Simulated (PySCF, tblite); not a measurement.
**C6H8N radical: geometry, infrared bands and EPR parameters**

Wanted: the infrared bands and EPR parameters of C6H8N radical (`C[C@@H]1[CH][C@H](C#N)C1`), by calculation.

Programs: tblite 0.8.0 and PySCF 2.14.0, with density-fitted response routines of our own. Each step states its level of theory. These are calculated values for one molecule in the gas phase, unless marked as measured. Atoms count from 0, in the outputs and in this text.

## (1) Starting geometry

15 atoms, charge 0, multiplicity 2; geometry from: force field or distance geometry start.

Bonds of the start (Å): C0–C1 1.51, C1–C2 1.50, C2–C3 1.53, C3–C4 1.45, C4–N5 1.15, C3–C6 1.50, C6–C1 1.52, C0–H7 1.11, C0–H8 1.11, C0–H9 1.10, C1–H10 1.12, C2–H11 1.10, C3–H12 1.11, C6–H13 1.11, C6–H14 1.10.

## (2) Geometry optimisation with GFN2-xTB

What the job is given:

```
{"job": {"kind": "relax", "xc": "GFN2-xTB", "basis": "xTB"}, "charge": 0, "multiplicity": 2}
C      1.857300     0.437600     0.055200
C      0.718800    -0.548200     0.191300
C     -0.115900    -0.579300    -1.052800
C     -1.373500    -0.314500    -0.225300
C     -2.125800     0.839300    -0.681700
N     -2.727400     1.753500    -1.045800
C     -0.476200     0.038400     0.918300
H      1.852900     0.809500    -0.992300
H      1.718400     1.322500     0.714300
H      2.808900    -0.077700     0.273700
H      1.007800    -1.557800     0.575000
H     -0.150900    -1.555300    -1.557400
H     -1.975500    -1.234200    -0.096200
H     -0.664900    -0.455400     1.894700
H     -0.358600     1.129500     1.007000
```

Run with:

```sh
$ OMP_NUM_THREADS=1 python probes_run.py task.json out
```

The driver reads the jobs from task.json and runs them one after another.

**Question.** This job is followed by: GFN2-xTB harmonic vibrations, gas phase; UKS B3LYP, pcH-1 on C H N, non-relativistic, mean-field spin-orbit, GIAO. Predict these results of the whole session: strongest single infrared mode (GFN2-xTB); zero-point energy (GFN2-xTB); g(iso) (B3LYP); ⟨S²⟩; largest a(iso) (averaged by class); surface potential, 1st and 99th percentile.

The runs gave:

```
                                 quantity                  value
strongest single infrared mode (GFN2-xTB)  2389 cm⁻¹, 263 km/mol
             zero-point energy (GFN2-xTB)          76.0 kcal/mol
                           g(iso) (B3LYP)                2.00260
                                     ⟨S²⟩     0.754 (exact 0.75)
       largest a(iso) (averaged by class)   13C on C2, 121.8 MHz
    surface potential, 1st and 99th percentile     -1.86 V and 1.13 V
```

In words: Relaxing lowered the energy by 0.789 eV in 112 steps; the close pair that moved most is C3–C6, from 1.496 to 1.550 Å. No mode is imaginary among the 39: a minimum at this level. The strongest single mode, at 2389 cm⁻¹, moves mainly C4 and N5. Unscaled tight-binding wavenumbers are off by several per cent, some by more. Its intensities can rank the bands wrongly. C2 carries the largest spin population, 1.01 e. The isotropic g lies 0.3 ppt above the free-electron value.
